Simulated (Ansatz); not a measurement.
# Ta4HN: the cost of one run

Program: Ansatz 0.2.0. Level of theory: DFT PBEsol, scalar-relativistic, plane waves, PAW. These are calculated values, not measurements.

2 further runs of the same task are left out: 1 that didn't finish, 1 set aside as unsound or not needed. Runs told in other sessions of the task aren't counted.

## (1) Starting point

The structure is tetragonal, space group P4mm (No. 99). The conventional cell has a = 2.953 Å, b = 2.953 Å, c = 23.263 Å, α = 90.00°, β = 90.00°, γ = 90.00°. Ta (site symmetry 4mm) has 8 Ta at 2.95 Å in its first shell of neighbours. Ta (site symmetry 4mm) is surrounded by 12 Ta at 2.95 to 3.04 Å. Ta (site symmetry 4mm) is surrounded by 12 Ta at 2.89 to 3.04 Å. Around Ta (site symmetry 4mm) lie 8 Ta at 2.89 to 2.95 Å.

Structure file:

```
CELL_PARAMETERS angstrom
2.95259 0.00000 0.00000
0.00000 2.95259 0.00000
0.00000 0.00000 23.26339
ATOMIC_POSITIONS crystal
Ta 0.50000 0.50000 0.36538
Ta 0.00000 0.00000 0.45513
Ta 0.50000 0.50000 0.55011
Ta 0.00000 0.00000 0.63623
```

Planes are indexed in the bulk's conventional cell (Fm-3m (No. 225)), a = 4.176 Å, b = 4.176 Å, c = 4.176 Å, α = 90.00°, β = 90.00°, γ = 90.00°.

It is a (100) slab, 6.3 Å thick as cut, with 17 Å of vacuum; its outer planes are Ta (top) and Ta (bottom). An earlier relaxation, lower half held, gave -39222.1039 eV, work function 4.53 eV (top face), 4.63 eV (bottom face).

## (2) NH put at a top (Ta) site

File input.yaml:

```yaml
crystal:
  lattice:
    - [2.9525883348, 0.0, 0.0]
    - [0.0, 2.9525883348, 0.0]
    - [0.0, 0.0, 26.2633857008]
  atoms:
    - { symbol: Ta, position: [0.5, 0.5, 0.3236444873] }
    - { symbol: Ta, position: [0.0, 0.0, 0.4031390071] }
    - { symbol: Ta, position: [0.5, 0.5, 0.4872735658] }
    - { symbol: Ta, position: [0.0, 0.0, 0.5635568726] }
    - { symbol: "N", position: [0.0, 0.0, 0.6557003619] }
    - { symbol: H, position: [0.067701732, 0.0021910487, 0.693776184] }
basis:
  ecutwfc: 420
kpoints:
  mp_grid: { grid: [10, 10, 1] }
hamiltonian:
  xc: pbesol
scf:
  occupations: { method: gaussian, width: 0.1 }
output:
  forces: true
  eigenvalues: true
  write_density: true
  write_potential: true
  elf: true
  volumetric_format: npy
relax:
  adjacent_minimum: "off"
  f_tol: 0.03
  max_steps: 70
  constraints: [{ sites: [0, 1] }]
efield:
  axis: 3
  dipole_correction: true
  ramp_width: 0.04
```

Run with:

```sh
> ansatz run input.yaml --threads 2 --pin off --max-ram 5120MiB --backend cpu --events-out ev --progress --plain --runs-dir out
```

What time and memory should one allow on 2 threads of Intel Xeon 6975P-C (Granite Rapids), shared host?

About 2.9 min, with a peak of 0.73 GiB.
